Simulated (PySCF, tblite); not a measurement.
**C5H8B2Cl2: geometry, infrared bands and NMR shifts**

Wanted: the infrared bands and NMR shifts of C5H8B2Cl2 (`BCC(C)=C=CB(Cl)Cl`), by calculation.

The runs use tblite 0.8.0 and PySCF 2.14.0, with density-fitted response routines of our own; the level of theory stands in each step. All values are computed, except where a source is named. Atoms are numbered from 0 throughout.

## Step 1: The starting structure

17 atoms, charge 0, multiplicity 1; geometry from: force field or distance geometry start.

Bonds of the start (Å): B0–C1 1.60, C1–C2 1.51, C2–C3 1.50, C2–C4 1.30, C4–C5 1.30, C5–B6 1.57, B6–Cl7 1.85, B6–Cl8 1.85, B0–H9 1.19, B0–H10 1.17, C1–H11 1.11, C1–H12 1.10, C3–H13 1.11, C3–H14 1.10, C3–H15 1.13, C5–H16 1.08.

## Step 2: Geometry optimisation with GFN2-xTB

What the job is given:

```
{"job": {"kind": "relax", "xc": "GFN2-xTB", "basis": "xTB"}, "charge": 0, "multiplicity": 1}
B     -1.891200     0.375600     1.441300
C     -1.277100     0.896500     0.062800
C     -0.434200    -0.191200    -0.563600
C     -1.093000    -1.375900    -1.207300
C      0.859900    -0.086000    -0.579200
C      2.155300     0.020100    -0.602800
B      2.935000     0.572200     0.639100
Cl     4.777800     0.707300     0.585800
Cl     2.047100     1.082000     2.178100
H     -3.076600     0.320900     1.577200
H     -1.196400     0.036300     2.324400
H     -0.660300     1.788500     0.294800
H     -2.090600     1.197300    -0.609600
H     -2.193800    -1.324300    -1.117100
H     -0.827300    -1.425800    -2.273500
H     -0.752100    -2.309300    -0.679800
H      2.710300    -0.272100    -1.480400
```

Launch:

```console
OMP_NUM_THREADS=1 python probes_run.py task.json out
```

This one command runs all jobs of the session in turn.

What it wrote:

```text
step      E/eV     max force
  0    -715.84497    2.499
  1    -716.03230    1.980
  2    -716.17029    1.770
  3    -716.26354    0.914
  4    -716.31883    0.716
  5    -716.35125    0.621
  6    -716.39610    0.563
  7    -716.42615    0.392
  8    -716.44536    0.400
  9    -716.45908    0.317
 10    -716.47400    0.369
 11    -716.49093    0.358
 12    -716.51395    0.464
 13    -716.54366    0.520
 14    -716.57652    0.531
 15    -716.60551    0.552
 16    -716.63150    0.552
 17    -716.65774    0.492
 18    -716.68012    0.388
 19    -716.69690    0.276
 20    -716.70629    0.211
 21    -716.71104    0.191
 22    -716.71535    0.184
 23    -716.72005    0.148
 24    -716.72583    0.155
 25    -716.72952    0.170
 26    -716.73519    0.204
 27    -716.74010    0.184
 28    -716.74508    0.174
 29    -716.75005    0.192
 30    -716.75612    0.177
 31    -716.76177    0.188
 32    -716.76729    0.178
 33    -716.77282    0.176
 34    -716.77949    0.182
 35    -716.78747    0.207
 36    -716.79574    0.204
 37    -716.80302    0.184
 38    -716.80975    0.211
 39    -716.81696    0.259
 40    -716.82593    0.246
 41    -716.83802    0.185
 42    -716.84351    0.191
 43    -716.84836    0.175
 44    -716.85067    0.130
 45    -716.85224    0.106
 46    -716.85356    0.106
 47    -716.85488    0.106
 48    -716.85678    0.107
 49    -716.85843    0.107
 50    -716.86026    0.094
 51    -716.86142    0.082
 52    -716.86228    0.073
 53    -716.86312    0.064
 54    -716.86415    0.079
 55    -716.86512    0.090
 56    -716.86585    0.069
 57    -716.86641    0.058
 58    -716.86701    0.064
 59    -716.86773    0.070
 60    -716.86851    0.064
 61    -716.86915    0.056
 62    -716.86966    0.065
 63    -716.87015    0.076
 64    -716.87075    0.072
 65    -716.87139    0.058
 66    -716.87195    0.068
 67    -716.87243    0.065
 68    -716.87302    0.072
 69    -716.87403    0.093
 70    -716.87555    0.103
 71    -716.87755    0.099
 72    -716.87971    0.102
 73    -716.88160    0.119
 74    -716.88341    0.206
 75    -716.88570    0.142
 76    -716.88729    0.069
 77    -716.88824    0.072
 78    -716.88950    0.077
 79    -716.89079    0.071
 80    -716.89184    0.053
 81    -716.89237    0.065
 82    -716.89277    0.056
 83    -716.89314    0.051
 84    -716.89387    0.068
 85    -716.89463    0.093
 86    -716.89557    0.072
 87    -716.89634    0.058
 88    -716.89688    0.077
 89    -716.89745    0.064
 90    -716.89815    0.066
 91    -716.89904    0.052
 92    -716.89957    0.054
 93    -716.89990    0.059
 94    -716.90064    0.059
 95    -716.90163    0.073
 96    -716.90277    0.069
 97    -716.90359    0.054
 98    -716.90415    0.072
 99    -716.90484    0.063
100    -716.90581    0.069
101    -716.90733    0.112
102    -716.90790    0.068
103    -716.90842    0.055
104    -716.90907    0.052
105    -716.90951    0.051
106    -716.91067    0.068
107    -716.91227    0.106
108    -716.91353    0.177
109    -716.91316    0.187
110    -716.91509    0.090
111    -716.91574    0.073
112    -716.91691    0.092
113    -716.91728    0.066
114    -716.91770    0.046
115    -716.91808    0.040
116    -716.91844    0.053
117    -716.91890    0.052
118    -716.91942    0.077
119    -716.92003    0.052
120    -716.92067    0.059
121    -716.92120    0.059
122    -716.92163    0.057
123    -716.92202    0.043
124    -716.92239    0.056
125    -716.92255    0.069
126    -716.92291    0.041
127    -716.92310    0.036
128    -716.92334    0.031
129    -716.92352    0.034
130    -716.92378    0.039
131    -716.92403    0.050
132    -716.92433    0.048
133    -716.92465    0.050
134    -716.92503    0.050
135    -716.92548    0.056
136    -716.92607    0.080
137    -716.92672    0.068
138    -716.92717    0.046
139    -716.92718    0.070
140    -716.92748    0.021
141    -716.92755    0.024
142    -716.92772    0.023
143    -716.92778    0.018
144    -716.92785    0.015
145    -716.92789    0.014
146    -716.92794    0.019
147    -716.92799    0.016
148    -716.92804    0.014
149    -716.92809    0.017
150    -716.92815    0.022
151    -716.92822    0.022
152    -716.92829    0.017
153    -716.92834    0.014
154    -716.92838    0.013
155    -716.92840    0.010
156    -716.92842    0.009
```

It took 3.4 s on 1 thread of Intel Xeon at 2.50GHz, shared host; peak memory 0.18 GiB.

Relaxation path: (not every step is listed)

```
step  energy from step 0 (eV)  largest force (eV/Å)
   0                   0.0000                2.4985
   1                  -0.1873                1.9796
   2                  -0.3253                1.7695
   3                  -0.4186                0.9145
   4                  -0.4739                0.7159
   5                  -0.5063                0.6212
   6                  -0.5511                0.5631
   7                  -0.5812                0.3922
   8                  -0.6004                0.4002
  22                  -0.8704                0.1839
  36                  -0.9508                0.2039
  50                  -1.0153                0.0943
  64                  -1.0258                0.0723
  78                  -1.0445                0.0772
  92                  -1.0546                0.0543
 106                  -1.0657                0.0681
 120                  -1.0757                0.0589
 134                  -1.0801                0.0499
 148                  -1.0831                0.0142
 151                  -1.0833                0.0225
 152                  -1.0833                0.0173
 153                  -1.0834                0.0136
 154                  -1.0834                0.0130
 155                  -1.0834                0.0103
 156                  -1.0834                0.0093
```

Close pairs (by a distance rule), those that changed most:

```
  bond  before (Å)  after (Å)  change (Å)
B6–Cl7       1.849      1.727      -0.122
B6–Cl8       1.848      1.727      -0.121
C3–H15       1.125      1.086      -0.039
 C5–B6       1.567      1.539      -0.028
 B0–H9       1.194      1.169      -0.026
 B0–C1       1.596      1.572      -0.024
C3–H13       1.106      1.088      -0.017
 C4–C5       1.300      1.315      +0.015
```

The next job starts from the end point, and lists it.

## Step 3: Vibrational analysis with GFN2-xTB

What the job is given:

```
{"job": {"kind": "ir", "xc": "GFN2-xTB", "basis": "xTB"}, "charge": 0, "multiplicity": 1}
B     -2.080848     0.644554     1.247712
C     -1.414636     0.868364    -0.158566
C     -0.383279    -0.155629    -0.563576
C     -0.904045    -1.518525    -0.924077
C      0.879664     0.128895    -0.596182
C      2.163071     0.413544    -0.552864
B      3.022039     0.229957     0.711092
Cl     4.710871     0.588973     0.690928
Cl     2.323830    -0.334265     2.186873
H     -2.907624     1.395385     1.592635
H     -1.769809    -0.242025     1.940402
H     -0.957600     1.862647    -0.161984
H     -2.190145     0.905899    -0.931146
H     -1.484531    -1.914784    -0.093220
H     -1.556729    -1.450845    -1.793979
H     -0.089209    -2.201437    -1.147324
H      2.631982     0.791320    -1.456633
```

What it wrote:

```text
mode    cm-1     km/mol
  1      30.7      0.03
  2      41.9      0.04
  3      69.6      0.22
  4      82.4      0.82
  5     117.3      1.41
  6     132.7      1.07
  7     170.0      1.49
  8     193.9      3.06
  9     212.7      2.26
 10     247.8      0.39
 11     323.3      2.53
 12     384.5      3.02
 13     436.1     14.85
 14     482.2      2.45
 15     529.0      0.96
 16     556.3     11.79
 17     602.9      0.45
 18     721.6     21.36
 19     767.2    106.02
 20     811.2     17.64
 21     860.5    170.22
 22     878.4     29.65
 23     952.2     16.21
 24    1003.1     47.76
 25    1021.2      1.78
 26    1052.5    108.60
 27    1094.8     84.40
 28    1187.3     33.42
 29    1194.5     16.74
 30    1205.0      8.81
 31    1250.0     40.86
 32    1389.4      3.80
 33    1396.5    240.93
 34    1423.1     26.21
 35    1474.0      3.25
 36    1478.9      8.40
 37    2040.0    316.61
 38    2649.5    100.35
 39    2690.1    116.37
 40    2929.1     31.02
 41    2960.8     22.47
 42    2996.7     34.76
 43    3004.5     32.00
 44    3026.4     20.10
 45    3055.2     19.99
```

Wall time 2.1 s (1 thread of Intel Xeon at 2.50GHz, shared host); peak memory 0.18 GiB.

Which atoms move in the most intense modes:

```
cm⁻¹  km/mol                                  atoms
 767   106.0                                B6 68 %
 860   170.2    H10 27 %, B0 23 %, H9 23 %, C1 12 %
1052   108.6   B6 37 %, C5 14 %, H13 10 %, H11 10 %
1095    84.4  H12 27 %, H11 23 %, B6 16 %, H16 10 %
1396   240.9                       C5 39 %, C2 35 %
2040   316.6              C4 65 %, C2 23 %, C5 12 %
2650   100.3                      H9 65 %, H10 31 %
2690   116.4             H10 62 %, H9 27 %, B0 11 %
```

## Step 4: Shielding tensors: PBE0/pcSseg-1

Settings changed since step 3:

```diff
@@ -1,2 +1,2 @@
-{"job": {"kind": "ir", "xc": "GFN2-xTB", "basis": "xTB"}, "charge": 0, "multiplicity": 1}
+{"job": {"kind": "nmr", "xc": "PBE0", "basis": "pcSseg-1"}, "charge": 0, "multiplicity": 1}
 B     -2.080848     0.644554     1.247712
```

Method: GIAO PBE0/pcSseg-1 NMR shielding, non-relativistic, gas phase.

What it wrote:

```text
coarse grid: 15816 points
cycle   1  E = -1164.6861069388  dE =  1.090e+00  |g| = 4.000e-01  |ddm| = 4.046e+00
cycle   2  E = -1164.6880376542  dE = -1.931e-03  |g| = 4.106e-01  |ddm| = 8.090e-01
cycle   3  E = -1164.7300324674  dE = -4.199e-02  |g| = 7.572e-02  |ddm| = 4.319e-01
cycle   4  E = -1164.7311890512  dE = -1.157e-03  |g| = 4.372e-02  |ddm| = 1.364e-01
cycle   5  E = -1164.7316803581  dE = -4.913e-04  |g| = 8.710e-03  |ddm| = 5.027e-02
cycle   6  E = -1164.7316986203  dE = -1.826e-05  |g| = 1.831e-03  |ddm| = 1.046e-02
cycle   7  E = -1164.7316993334  dE = -7.132e-07  |g| = 7.801e-04  |ddm| = 2.684e-03
final grid: 144928 points
cycle   8  E = -1164.7798857181  dE = -4.900e-05  |g| = 8.065e-03  |ddm| = 4.784e-02
cycle   9  E = -1164.7798822097  dE =  3.508e-06  |g| = 8.620e-03  |ddm| = 1.845e-02
cycle  10  E = -1164.7799018591  dE = -1.965e-05  |g| = 1.565e-03  |ddm| = 1.002e-02
cycle  11  E = -1164.7799023959  dE = -5.368e-07  |g| = 5.389e-04  |ddm| = 2.053e-03
cycle  12  E = -1164.7799024681  dE = -7.219e-08  |g| = 8.152e-05  |ddm| = 5.992e-04
cycle  13  E = -1164.7799024696  dE = -1.504e-09  |g| = 2.776e-05  |ddm| = 1.195e-04
cycle  14  E = -1164.7799024698  dE = -1.939e-10  |g| = 7.966e-06  |ddm| = 3.948e-05
converged SCF energy = -1164.7799024698

GIAO shielding tensors (ppm)
atom      isotropic    diamagn.    paramagn.     s11        s22        s33       span
  0 B        8.469     192.366    -183.897    -66.200    -36.280    127.886    194.086
  1 C      145.924     250.539    -104.615    117.147    154.263    166.363     49.215
  2 C       82.358     266.590    -184.232     -7.715     96.479    158.311    166.026
  3 C      165.347     246.221     -80.874    154.181    159.083    182.777     28.596
  4 C      -45.995     259.060    -305.055    -99.023    -27.164    -11.799     87.224
  5 C       92.881     266.983    -174.102     23.268    101.362    154.013    130.745
  6 B       46.939     191.508    -144.569     14.342     38.519     87.955     73.614
  7 Cl     695.942    1145.572    -449.630    441.492    751.493    894.843    453.351
  8 Cl     724.563    1149.262    -424.699    453.140    784.487    936.064    482.925
  9 H       23.663      29.420      -5.757     16.670     26.478     27.841     11.171
 10 H       23.509      30.080      -6.571     14.250     27.766     28.511     14.261
 11 H       29.061      31.375      -2.314     23.638     29.784     33.760     10.122
 12 H       29.317      30.109      -0.792     24.161     28.685     35.103     10.942
 13 H       29.670      30.210      -0.540     25.732     27.918     35.359      9.627
 14 H       29.944      28.965       0.979     25.711     27.764     36.356     10.645
 15 H       29.648      30.432      -0.784     25.490     28.543     34.910      9.420
 16 H       25.985      30.914      -4.929     22.525     26.501     28.928      6.403
```

Wall time 1.9 min (1 thread of Intel Xeon at 2.50GHz, shared host); peak memory 0.93 GiB.

Shifts follow as δ = σ(reference) − σ, with reference shieldings (ppm) from runs at the same level and on the same kind of geometry: 1H TMS 31.72, 13C TMS 186.9, 11B BF3·OEt2 100.1, 35Cl HCl 950. The references are single molecules in the gas phase. Atoms listed in one row are averaged.

```
        atoms                                              environment  σ (ppm)  δ (ppm)  δ scaled to CDCl3
           C4                              central carbon of an allene    -46.0    232.9              225.4
           C2                terminal carbon of a cumulated C=C=C unit     82.4    104.6              100.1
           C5                terminal carbon of a cumulated C=C=C unit     92.9     94.0               89.9
           C1                              allylic sp3 CH2 bonded to B    145.9     41.0               38.1
           C3                                    allylic methyl carbon    165.3     21.6               19.1
      H9, H10                          hydrogen on a boron bonded to C    23.59     8.13                  –
          H16  hydrogen on a terminal carbon of a cumulated C=C=C unit    25.98     5.73               5.51
     H11, H12               hydrogen on an allylic sp3 CH2 bonded to B    29.19     2.53               2.49
H13, H14, H15                     hydrogen on an allylic methyl carbon    29.75     1.96               1.96
           B0                                   boron bonded to C, 2 H      8.5     91.6                  –
           B6                                  boron bonded to C, 2 Cl     46.9     53.1                  –
     Cl7, Cl8                                     chlorine bonded to B      710      240                  –
```

The scaled column applies a straight-line fit of computed shieldings to shifts measured in CDCl3, with any fitted terms for Cl, Br or S neighbours (root-mean-square error 0.16 ppm for H, 1.9 ppm for C).

Charges from the same density, by scheme (e):

```
   atoms  Mulliken    IAO  Hirshfeld  ESP fit
      B0      0.20   0.09       0.18     0.54
      C1     -0.36  -0.40      -0.13    -0.36
      C2     -0.44  -0.01       0.00     0.20
      C3     -0.15  -0.41      -0.11    -0.54
      C4      0.14   0.07       0.02    -0.16
      C5     -0.36  -0.36      -0.16    -0.08
      B6      0.51   0.13       0.14     0.20
Cl7, Cl8     -0.19  -0.05      -0.07    -0.12
```

Mayer bond orders: B0–C1 0.98, C1–C2 1.05, C2–C3 1.08, C2–C4 1.82, C4–C5 1.94, C5–B6 1.03, B6–Cl7 1.12, B6–Cl8 1.15.

The fields below are evaluated on a grid from the run's orbitals.

Frontier orbitals at PBE0/pcSseg-1, with the share of their density that lies nearest to each atom:

```
orbital  energy (eV)                                    lies on
   HOMO        -7.23                     C2, C4 about 32 % each
   LUMO        -1.77  B6 34 %; C4 24 %; Cl7, Cl8 about 7 % each
```

ELF in a plane through or near 5 of the atoms.

Ten even steps from '0' (0.00) to '9' (1.00):
```
0000000000000000000000000000
0000000000000000000000000000
0000000000000000001100000000
0000000000000000059970000000
0000010000000000089994000000
0002552001000000089997000000
0015885111100001018995000000
0027757623100003630540000000
0028166604202213873100000000
0027637428537866453000000000
0026886388567955210000000000
0003652156775658300000000000
0001210026662268531000000000
0000000014420253897000000000
0000000001100676999200000000
0000000000000763898100000000
0000000000000220363000000000
0000000000000000000000000000
0000000000000000000000000000
0000000000000000000000000000
```
The map spans 14.7 Å across and 9.8 Å up, centred on the molecule. Atoms in the plane (x, y in Å): B0 (2.0, 1.5), B6 (-3.0, 0.5), Cl7 (-4.7, 0.7), H9 (2.8, 2.2), H14 (1.7, -2.2).

log10 of the density (e/Å³) in the same plane.

Ten even steps from '0' (-4.0) to '9' (1.8):
```
0000000000000000000000000000
0000000000000000011110000000
0000000000000000122221000000
0000111111110001234432100000
0012232222221112355543100000
0123444334332223466753200000
0234565444433234567653200000
1245776655544345676542100000
1346797676554455666432100000
1346777676666666655421000000
0235666566666776654320000000
0124444456666677644310000000
0013333345555667654310000000
0001122233444567765310000000
0000000123334566765310000000
0000000001123455554210000000
0000000000012334443200000000
0000000000001122221000000000
0000000000000011100000000000
0000000000000000000000000000
```
The map spans 14.7 Å across and 9.8 Å up, centred on the molecule. Atoms in the plane (x, y in Å): B0 (2.0, 1.5), B6 (-3.0, 0.5), Cl7 (-4.7, 0.7), H9 (2.8, 2.2), H14 (1.7, -2.2).

On the surface of density 0.002 e/bohr³ the electrostatic potential runs, from the 1st to the 99th percentile, from -0.62 V near Cl8 to 1.70 V near B0.

## Step 5: Outcome

```
                                                                quantity                               value
                               strongest single infrared mode (GFN2-xTB)               2040 cm⁻¹, 317 km/mol
                                            zero-point energy (GFN2-xTB)                       73.1 kcal/mol
                                  13C shifts against TMS (PBE0/pcSseg-1)  232.9, 104.6, 94.0, 41.0, 21.6 ppm
  1H shifts against TMS (PBE0/pcSseg-1, means over atoms taken as alike)          8.13, 5.73, 2.53, 1.96 ppm
                             11B shifts against BF3·OEt2 (PBE0/pcSseg-1)                      91.6, 53.1 ppm
35Cl shifts against HCl (PBE0/pcSseg-1, means over atoms taken as alike)                             240 ppm
                                   surface potential, 1st and 99th percentile                  -0.62 V and 1.70 V
```

What this shows: Relaxing lowered the energy by 1.083 eV in 156 steps; the close pair that moved most is B6–Cl7, from 1.849 to 1.727 Å. No mode is imaginary among the 45: a minimum at this level. The strongest single mode, at 2040 cm⁻¹, moves mainly C4. Unscaled tight-binding wavenumbers are off by several per cent, some by more. Its intensities can rank the bands wrongly. C4 (central carbon of an allene) lies farthest downfield among carbon, at 232.9 ppm; the central sp carbon of an allene is among the most deshielded carbons of hydrocarbons. At PBE0/pcSseg-1: The widest tensor belongs to Cl7, Cl8: span 468 ppm, with a paramagnetic part of -437 ppm. By nearest atom (PBE0/pcSseg-1), the HOMO sits on C2, C4 about 32 % each and the LUMO on B6 34 %; C4 24 %.
